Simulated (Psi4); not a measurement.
# B3LYP/def2-TZVPP (density fitting, core potential, sweep point 4) run of CH5FOSn (SMILES FC[O][SnH3])

Aim: a single-point energy of CH5FOSn. 

The calculation is run with Psi4 1.11.

33 further runs of the same task are left out: 33 set aside as unsound or not needed.

### 1 The structure to begin with

CH5FOSn has 9 atoms, charge 0, and is taken as a singlet. As SMILES, `FC[O][SnH3]`. The shape is that of a PBE0-D4/def2-TZVP optimisation. This is one conformer, not always the lowest.

Bond lengths: F1–C2 1.398 Å, C2–O3 1.354 Å, O3–Sn4 1.991 Å, C2–H5 1.100 Å, C2–H6 1.095 Å, Sn4–H7 1.705 Å, Sn4–H8 1.700 Å, Sn4–H9 1.699 Å. Some angles: F1–C2–O3 110.7°, C2–O3–Sn4 118.4°, F1–C2–H5 105.2°, F1–C2–H6 106.7°, O3–C2–H5 113.4°, O3–C2–H6 109.7°, O3–Sn4–H7 106.3°, O3–Sn4–H8 101.6°, O3–Sn4–H9 108.3°, H5–C2–H6 110.9°.

### 2 A single-point energy at B3LYP/def2-TZVPP (density fitting, core potential, sweep point 4)

File input.dat:

```
memory 1.6 GB

molecule {
  0 1
  F     -1.12778855     3.31495757     0.05952637
  C     -2.44058129     1.06977396     0.52496592
  O     -1.39083843    -0.87569909    -0.76533908
  Sn     2.34193759    -1.32564288    -0.60414544
  H     -2.37878725     0.82014114     2.58760198
  H     -4.38246386     1.36929555    -0.12491090
  H      3.19382612    -0.73756011     2.44681739
  H      2.66035644    -4.40892002    -1.44620740
  H      3.69157998     0.68615956    -2.71062315
  units au
  symmetry c1
}

set globals {
  basis                def2-TZVPP
  reference            rks
  puream               true
  scf_type             df
  dft_radial_points    99
  dft_spherical_points 590
}

energy_value, wavefunction = energy("b3lyp", return_wfn=True)
print_variables()
```

On the command line:

```sh
psi4 input.dat output.dat -n 1
```

output.dat:

```text
Psi4 1.11 release

   => Loading Basis Set <=

    Name: DEF2-TZVPP
    Role: ORBITAL
    Keyword: BASIS

    !!!  WARNING: ECP capability is in beta. Please check occupations closely.  !!!

         ---------------------------------------------------------
                                   SCF
                              RKS Reference
                        1 Threads,   1525 MiB Core
         ---------------------------------------------------------

  ==> Geometry <==

    Molecular point group: c1
    Full point group: C1

    Geometry (in Bohr), charge = 0, multiplicity = 1:

       Center              X                  Y                   Z               Mass
    ------------   -----------------  -----------------  -----------------  -----------------
         F           -2.352964982549     3.893239498160     0.504409582020    18.998403162730
         C           -3.665757722549     1.648055888160     0.969849132020    12.000000000000
         O           -2.616014862549    -0.297417161840    -0.320455867980    15.994914619570
         SN           1.116761157451    -0.747360951840    -0.159262227980   119.902201630000
         H           -3.603963682549     1.398423068160     3.032485192020     1.007825032230
         H           -5.607640292549     1.947577478160     0.319972312020     1.007825032230
         H            1.968649687451    -0.159278181840     2.891700602020     1.007825032230
         H            1.435180007451    -3.830638091840    -1.001324187980     1.007825032230
         H            2.466403547451     1.264441488160    -2.265739937980     1.007825032230

  Running in c1 symmetry.

  Rotational constants: A =      0.37165  B =      0.06657  C =      0.05958 [cm^-1]
  Rotational constants: A =  11141.87526  B =   1995.82999  C =   1786.29513 [MHz]
  Nuclear repulsion =  215.208411500550653

  Charge       = 0
  Multiplicity = 1
  Electrons    = 50
  Nalpha       = 25
  Nbeta        = 25

  ==> Algorithm <==

  SCF Algorithm Type is DF.
  DIIS enabled.
  MOM disabled.
  Fractional occupation disabled.
  Guess Type is SAD.
  Energy threshold   = 1.00e-06
  Density threshold  = 1.00e-06
  Integral threshold = 1.00e-12

  ==> Primary Basis <==

  Basis Set: DEF2-TZVPP
    Blend: DEF2-TZVPP
    Number of shells: 79
    Number of basis functions: 213
    Number of Cartesian functions: 242
    Spherical Harmonics?: true
    Max angular momentum: 3

  Core potential: DEF2-TZVPP
    Number of shells: 4
    Number of ECP primitives: 18
    Number of ECP core electrons: 28
    Max angular momentum: 3

  ==> DFT Potential <==

   => LibXC <=

    Version 7.1.2

   => Composite Functional: B3LYP <=

    B3LYP Hyb-GGA Exchange-Correlation Functional

    Deriv               =              1
    GGA                 =           TRUE
    Meta                =          FALSE

    Exchange Hybrid     =           TRUE
    MP2 Hybrid          =          FALSE

   => Exchange Functionals <=

    0.0800   Slater exchange
    0.7200         Becke 88

   => Exact (HF) Exchange <=

    0.2000               HF

   => Correlation Functionals <=

    0.1900   Vosko, Wilk & Nusair (VWN5_RPA)
    0.8100   Lee, Yang & Parr

   => LibXC Density Thresholds  <==

    XC_HYB_GGA_XC_B3LYP:  1.00E-15

   => Molecular Quadrature <=

    Radial Scheme          =       TREUTLER
    Pruning Scheme         =           NONE
    Nuclear Scheme         =       TREUTLER

    Blocking Scheme        =         OCTREE
    BS radius alpha        =              1
    Pruning alpha          =              1
    Radial Points          =             99
    Spherical Points       =            590
    Total Points           =         500588
    Total Blocks           =           3543
    Max Points             =            256
    Max Functions          =            204
    Weights Tolerance      =       1.00E-15

   => Loading Basis Set <=

    Name: (DEF2-TZVPP AUX)
    Role: JKFIT
    Keyword: DF_BASIS_SCF

  ==> Integral Setup <==

  DFHelper Memory: AOs need 0.186 GiB; user supplied 0.186 GiB.
  SCF_SUBTYPE=INCORE selected. In-core MEM_DF algorithm will be used.
  Using in-core AOs.

  ==> MemDFJK: Density-Fitted J/K Matrices <==

    J tasked:                   Yes
    K tasked:                   Yes
    wK tasked:                   No
    Memory [MiB]:               190
    Algorithm:                 Core
    Schwarz Cutoff:           1E-12
    Mask sparsity (%):       4.8668
    Fitting Condition:        1E-10

   => Auxiliary Basis Set <=

  Basis Set: (DEF2-TZVPP AUX)
    Blend: DEF2-UNIVERSAL-JKFIT
    Number of shells: 151
    Number of basis functions: 537
    Number of Cartesian functions: 684
    Spherical Harmonics?: true
    Max angular momentum: 5

  Cached 33.3% of DFT collocation blocks in 0.694 [GiB].

  Minimum eigenvalue in the overlap matrix is 6.1855926754E-04.
  Reciprocal condition number of the overlap matrix is 8.5859673153E-05.
    Using symmetric orthogonalization.

  ==> Pre-Iterations <==

  SCF Guess: Superposition of Atomic Densities via on-the-fly atomic UHF (no occupation information).

 WARNING: Atomic UHF is not converging! Try casting from a smaller basis or call Rob at CCMST.
   -------------------------
    Irrep   Nso     Nmo
   -------------------------
     A        213     213
   -------------------------
    Total     213     213
   -------------------------

  ==> Iterations <==

                           Total Energy        Delta E     RMS |[F,P]|

   @DF-RKS iter SAD:  -429.09961606498928   -4.29100e+02   0.00000e+00
   @DF-RKS iter   1:  -430.28199285602057   -1.18238e+00   4.39718e-03 DIIS/ADIIS
   @DF-RKS iter   2:  -429.50296682512112    7.79026e-01   7.72525e-03 DIIS/ADIIS
   @DF-RKS iter   3:  -430.59352699930531   -1.09056e+00   1.64485e-03 DIIS/ADIIS
   @DF-RKS iter   4:  -430.63462302981816   -4.10960e-02   4.04485e-04 DIIS/ADIIS
   @DF-RKS iter   5:  -430.63634606448034   -1.72303e-03   1.83419e-04 DIIS/ADIIS
   @DF-RKS iter   6:  -430.63677482170567   -4.28757e-04   4.28494e-05 DIIS
   @DF-RKS iter   7:  -430.63680156482701   -2.67431e-05   1.09280e-05 DIIS
   @DF-RKS iter   8:  -430.63680336082217   -1.79600e-06   2.35745e-06 DIIS
   @DF-RKS iter   9:  -430.63680346607345   -1.05251e-07   5.80850e-07 DIIS
  Energy and wave function converged.

  ==> Post-Iterations <==

   Electrons on quadrature grid:
      Ntotal   =   49.9999975469 ; deviation = -2.453e-06

    Orbital Energies [Eh]
    ---------------------

    Doubly Occupied:

       1A    -24.665784     2A    -19.126346     3A    -10.290596
       4A     -5.116929     5A     -3.459345     6A     -3.456625
       7A     -3.456103     8A     -1.199274     9A     -1.063512
      10A     -1.042324    11A     -1.041523    12A     -1.038048
      13A     -1.037750    14A     -0.991580    15A     -0.669118
      16A     -0.550092    17A     -0.510271    18A     -0.505258
      19A     -0.471588    20A     -0.384888    21A     -0.383072
      22A     -0.351911    23A     -0.345120    24A     -0.319621
      25A     -0.286513

    Virtual:

      26A     -0.027829    27A     -0.005924    28A      0.028629
      29A      0.034819    30A      0.069154    31A      0.079381
      32A      0.083766    33A      0.106486    34A      0.113515
      35A      0.121481    36A      0.156228    37A      0.171620
      38A      0.184329    39A      0.234525    40A      0.271986
      41A      0.282845    42A      0.290137    43A      0.301544
      44A      0.320517    45A      0.329831    46A      0.350786
      47A      0.382495    48A      0.408682    49A      0.418635
      50A      0.451733    51A      0.477938    52A      0.493757
      53A      0.516288    54A      0.544469    55A      0.560163
      56A      0.563231    57A      0.590985    58A      0.614550
      59A      0.662940    60A      0.673002    61A      0.694759
      62A      0.703373    63A      0.721533    64A      0.757239
      65A      0.778567    66A      0.817941    67A      0.856370
      68A      0.876968    69A      0.900176    70A      0.930600
      71A      0.951509    72A      0.964326    73A      0.995616
      74A      1.004686    75A      1.015683    76A      1.018331
      77A      1.031331    78A      1.049328    79A      1.063449
      80A      1.078040    81A      1.088295    82A      1.110317
      83A      1.114316    84A      1.130168    85A      1.142570
      86A      1.159959    87A      1.185699    88A      1.225756
      89A      1.261602    90A      1.378744    91A      1.395554
      92A      1.436288    93A      1.472402    94A      1.585002
      95A      1.596822    96A      1.639750    97A      1.778664
      98A      1.815739    99A      1.864654   100A      1.902620
     101A      2.068745   102A      2.096195   103A      2.135160
     104A      2.142973   105A      2.158532   106A      2.298878
     107A      2.330119   108A      2.352754   109A      2.364102
     110A      2.376254   111A      2.380104   112A      2.390363
     113A      2.430331   114A      2.454781   115A      2.500023
     116A      2.530726   117A      2.614364   118A      2.659942
     119A      2.715266   120A      2.733485   121A      2.751556
     122A      2.832424   123A      2.862738   124A      2.885223
     125A      2.948094   126A      2.985592   127A      3.014443
     128A      3.022958   129A      3.089570   130A      3.149116
     131A      3.153059   132A      3.176992   133A      3.183264
     134A      3.218274   135A      3.262750   136A      3.273980
     137A      3.275901   138A      3.293751   139A      3.315581
     140A      3.357291   141A      3.360729   142A      3.404266
     143A      3.449044   144A      3.460283   145A      3.490227
     146A      3.512338   147A      3.541294   148A      3.576970
     149A      3.615798   150A      3.620496   151A      3.658592
     152A      3.739742   153A      3.744781   154A      3.777587
     155A      3.798280   156A      3.831626   157A      3.871822
     158A      3.892226   159A      3.923209   160A      3.936892
     161A      3.944033   162A      3.960352   163A      3.989782
     164A      4.043066   165A      4.047543   166A      4.078609
     167A      4.164590   168A      4.232384   169A      4.479258
     170A      4.510257   171A      4.512480   172A      4.577505
     173A      4.640643   174A      4.662926   175A      4.727096
     176A      4.786574   177A      5.007068   178A      5.074526
     179A      5.101527   180A      5.223361   181A      5.240832
     182A      5.371708   183A      5.444013   184A      5.495806
     185A      5.659352   186A      5.897228   187A      6.053549
     188A      6.088867   189A      6.510729   190A      6.583584
     191A      6.791343   192A      6.892915   193A      6.896262
     194A      6.976932   195A      7.027203   196A      7.053998
     197A      7.101192   198A      7.281609   199A      7.308420
     200A      7.366977   201A      8.414757   202A      8.415888
     203A      8.833388   204A      8.859640   205A      9.018499
     206A     23.256872   207A     36.710218   208A     37.009891
     209A     37.129477   210A     37.155636   211A     43.758217
     212A     57.059996   213A    112.972495

    Final Occupation by Irrep:
              A
    DOCC [    25 ]
    NA   [    25 ]
    NB   [    25 ]

  @DF-RKS Final Energy:  -430.63680346607345

   => Energetics <=

    Nuclear Repulsion Energy =            215.2084115005506533
    One-Electron Energy =               -1102.4898135336793530
    Two-Electron Energy =                 492.6971566418757220
    DFT Exchange-Correlation Energy =     -36.0525580748205101
    Empirical Dispersion Energy =           0.0000000000000000
    VV10 Nonlocal Energy =                  0.0000000000000000
    Total Energy =                       -430.6368034660734452

Computation Completed

Properties will be evaluated at   0.000000,   0.000000,   0.000000 [a0]

Properties computed using the SCF density matrix

 Multipole Moments:

 ------------------------------------------------------------------------------------
     Multipole            Electronic (a.u.)      Nuclear  (a.u.)        Total (a.u.)
 ------------------------------------------------------------------------------------

 L = 1.  Multiply by 2.5417464519 to convert [e a0] to [Debye]
 Dipole X            :         43.2686692          -42.8719753            0.3966939
 Dipole Y            :        -27.1494199           26.7267383           -0.4226815
 Dipole Z            :         -7.0050948            7.2684591            0.2633643
 Magnitude           :                                                    0.6366996

 ------------------------------------------------------------------------------------

	total time  =         22 seconds =       0.37 minutes

  Variable Map:
  ----------------------------------------------------------------------------
  "CURRENT ENERGY"              =>    -430.636803466073
  "CURRENT REFERENCE ENERGY"    =>    -430.636803466073
  "DD SOLVATION ENERGY"         =>       0.000000000000
  "DFT FUNCTIONAL TOTAL ENERGY" =>    -430.636803466073
  "DFT TOTAL ENERGY"            =>    -430.636803466073
  "DFT VV10 ENERGY"             =>       0.000000000000
  "DFT XC ENERGY"               =>     -36.052558074821
  "GRID ELECTRONS ALPHA"        =>      24.999998773428
  "GRID ELECTRONS BETA"         =>      24.999998773428
  "GRID ELECTRONS TOTAL"        =>      49.999997546856
  "NUCLEAR REPULSION ENERGY"    =>     215.208411500551
  "ONE-ELECTRON ENERGY"         =>   -1102.489813533679
  "PCM POLARIZATION ENERGY"     =>       0.000000000000
  "PE ENERGY"                   =>       0.000000000000
  "SCF ITERATION ENERGY"        =>    -430.636803466073
  "SCF ITERATIONS"              =>       9.000000000000
  "SCF TOTAL ENERGY"            =>    -430.636803466073
  "TWO-ELECTRON ENERGY"         =>     492.697156641876
  "XC GRID RADIAL POINTS"       =>      99.000000000000
  "XC GRID SPHERICAL POINTS"    =>     590.000000000000
  "XC GRID TOTAL POINTS"        =>  500588.000000000000

  Array Variable Map:
  ----------------------------------------------------------------------------
  "CURRENT DIPOLE"              =>       0.396693888907 ... 0.263364258732 1 by 3
  "SCF DIPOLE"                  =>       0.396693888907 ... 0.263364258732 1 by 3
  "SCF TOTAL ENERGIES"          =>    -429.099616064989 ... -430.636803466073 1 by 10

    Psi4 run time: 0:00:22.16
```

Run time: 23 s. Hardware: 1 thread of Intel Xeon 6975P-C (Granite Rapids), shared host; peak memory 1.1 GiB.

### 3 Summary of results

At B3LYP/def2-TZVPP (density fitting, core potential, sweep point 4):

| quantity | value |
| --- | --- |
| total energy | -430.63680 Eh |
| dipole moment | 1.62 D |
| HOMO energy | -7.80 eV |
| LUMO energy | -0.76 eV |
| HOMO–LUMO gap | 7.04 eV |
